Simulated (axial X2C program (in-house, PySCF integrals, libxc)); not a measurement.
**Linear HfOH⁻ at several levels**

One table from this session's results is given with a row withheld; the runs are named, their logs left out.

Method: all-electron X2C, two-component (2c) or spin-free, Hf dyall-v3z, O dyall-av3z, H dyall-v3z; program: an in-house X2C program for linear molecules on PySCF integrals.

All values are calculated.

2 further runs of the same task are left out: 2 set aside as unsound or not needed.

The first run:

Input file task.json:

```json
{"zs": [72, 8, 1], "q": -1, "bas": ["dyall-v3z", "dyall-av3z", "dyall-v3z"], "r0": [2.15, 0.96], "symm": 0, "scan": ["PBE0", "HF", "B3LYP"], "levels": ["PBE0", "HF", "TPSSh"], "nst": 2}
```

Keys: zs atomic numbers; q charge; bas basis sets; r0 starting distance in Å; symm equal bonds; scan levels of the two-bond scan (MP2 follows by itself at each HF point); levels methods; nst determinants followed.

The run is started by

```bash
$ python solin.py task.json out
```

Masses Hf 179.947, O 15.995, H 1.008 u.

Steps of the session up to this table: Scan at PBE0, 2c; Scan at HF, 2c; Scan at B3LYP, 2c.

One of the session's tables, all rows but one given; the rest of the session is left out.

```
           level  r(Hf–O) (Å)  r(O–H) (Å)  lower stretch (cm⁻¹)  upper stretch (cm⁻¹)
        PBE0, 2c            ?           ?                     ?                     ?
          HF, 2c        1.925       0.931                 638.7                4274.3
       B3LYP, 2c        1.918       0.952                 613.4                3968.5
         MP2, 2c        1.910       0.954                 632.8                3984.9
 PBE0, spin-free        1.895       0.950                 637.3                4027.9
   HF, spin-free        1.919       0.932                 653.3                4269.8
B3LYP, spin-free        1.915       0.953                 615.5                3970.8
  MP2, spin-free        1.900       0.955                 649.4                3970.6
```

**Question.** Estimate the row for PBE0, 2c.

As computed: r(Hf–O) (Å): 1.899; r(O–H) (Å): 0.950; lower stretch (cm⁻¹): 634.9; upper stretch (cm⁻¹): 4028.3. In the column «r(Hf–O) (Å)» it lies between PBE0, spin-free (1.895) and MP2, spin-free (1.900).

Scans not shown above were run alike.

Limits of these values: For an anion the highest level of a functional can be positive, and the basis then holds the extra electron. The molecule was held linear; bending was not examined, so a bent shape may lie lower. Note: functional without a current term on a determinant with orbital currents, of the molecule or an atom.
